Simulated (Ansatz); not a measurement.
# CaF: the cost of one run

Computed with Ansatz 0.2.0 (DFT PBE, scalar-relativistic, plane waves, PAW, unless a step's input says otherwise).

2 further runs of the same task are left out: 1 that didn't finish, 1 set aside as unsound or not needed.

### Step 1. The starting structure

Symmetry: P4/nmm, No. 129, tetragonal system. Conventional cell: a = 3.939 Å, b = 3.939 Å, c = 5.702 Å, α = 90.00°, β = 90.00°, γ = 90.00°. Around Ca (site symmetry 4mm) lie 4 F at 2.36 Å. Around F (site symmetry -4m2) lie 4 Ca at 2.36 Å.

Coordinates:

```
Ca F
1.0
     3.93930    0.00000    0.00000
     0.00000    3.93930    0.00000
     0.00000    0.00000    5.70200
Ca F
2 2
Direct
  0.50000 0.00000 0.77328
  0.00000 0.50000 0.22672
  0.00000 0.00000 0.00000
  0.50000 0.50000 0.00000
```

It is the end of an earlier relaxation with the same method, from a database cell with other species swapped in; it is a trial structure. At a tolerance of 0.05 Å it has space group P4/nmm (No. 129); it has 22.12 Å³/atom, an uncorrected energy of -2.89 eV/atom over the elements and, on its mesh, gap none (metal).

### Step 2. Point at V/V0 = 0.97

Input file input.yaml:

```yaml
crystal:
  lattice:
    - [3.8995073888, 0.0, 0.0]
    - [0.0, 3.8995073888, 0.0]
    - [0.0, 0.0, 5.6443963161]
  atoms:
    - { symbol: Ca, position: [0.5, 0.0, 0.7732765595] }
    - { symbol: Ca, position: [0.0, 0.5, 0.2267234405] }
    - { symbol: F, position: [0.0, 0.0, 0.0] }
    - { symbol: F, position: [0.5, 0.5, 0.0] }
basis:
  ecutwfc: 420
kpoints:
  mp_grid: { grid: [12, 12, 8] }
hamiltonian:
  xc: pbe
scf:
  occupations: { method: gaussian, width: 0.1 }
output:
  forces: true
  stress: true
  eigenvalues: true
relax:
  adjacent_minimum: "off"
  f_tol: 0.01
  max_steps: 30
  cell: { stress_tol: 0.1, fix: [volume] }
```

Run with:

```console
$ ansatz run input.yaml --threads 1 --pin off --max-ram 2560MiB --backend cpu --events-out ev --progress --plain --runs-dir out
```

Q: Estimate wall time and peak memory on 1 thread of AMD EPYC 9R14 (Zen 4), shared host.

About 28 s, with a peak of 0.55 GiB.
